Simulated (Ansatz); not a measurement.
# BClFHSi: the cost of one run

Program: Ansatz 0.2.0, Gaussian basis. Level of theory: CAM-B3LYP-D4/STO-3G. These are calculated values, not measurements.

## 1. The system as given

SMILES `FB=[SiH]Cl`, 5 atoms, charge 0, spin multiplicity 1.

Atoms are counted from 1 here; the program's logs count them from 0.

Bond lengths: F1–B2 1.307 Å, B2–Si3 1.854 Å, Si3–Cl4 2.041 Å, Si3–H5 1.461 Å. Angles: F1–B2–Si3 137.5°, B2–Si3–Cl4 118.1°, B2–Si3–H5 124.6°, Cl4–Si3–H5 104.1°.

As a file:

```mol
BClFHSi
  3D, bonds by distance, orders not assigned

  5  4  0  0  0  0  0  0  0  0999 V2000
    0.0563   -1.6428    1.7915 F   0  0
    0.2360   -1.1038    0.6139 B   0  0
    0.0384    0.5643   -0.1717 Si  0  0
   -1.4678    0.8175   -1.5256 Cl  0  0
    1.1371    1.3648   -0.7081 H   0  0
  1  2  8  0
  2  3  8  0
  3  4  8  0
  3  5  8  0
M  END
```

## 2. The run

md/in.yaml reads:

```yaml
crystal:
  periodic: [false, false, false]
  atoms:
    - {symbol: F, position_ang: [0.056350, -1.642780, 1.791460]}
    - {symbol: B, position_ang: [0.236040, -1.103830, 0.613930]}
    - {symbol: Si, position_ang: [0.038350, 0.564320, -0.171660]}
    - {symbol: Cl, position_ang: [-1.467820, 0.817500, -1.525620]}
    - {symbol: H, position_ang: [1.137090, 1.364790, -0.708110]}
basis:
  gaussian: {orbitals: STO-3G}
hamiltonian: {xc: {name: CAM-B3LYP}, dispersion: d4}
md: {n_steps: 60, timestep: 0.75, temperature: 300, ensemble: nve, seed: 497, initial_velocities: maxwell_boltzmann}
```

Launch:

```
ansatz run in.yaml --threads 1 --pin off --events-out ev --progress --plain --max-ram 4352MiB
```

**Question.** How long does this run take on 1 thread of Intel Xeon at 2.30GHz, shared host?

About 45 s.
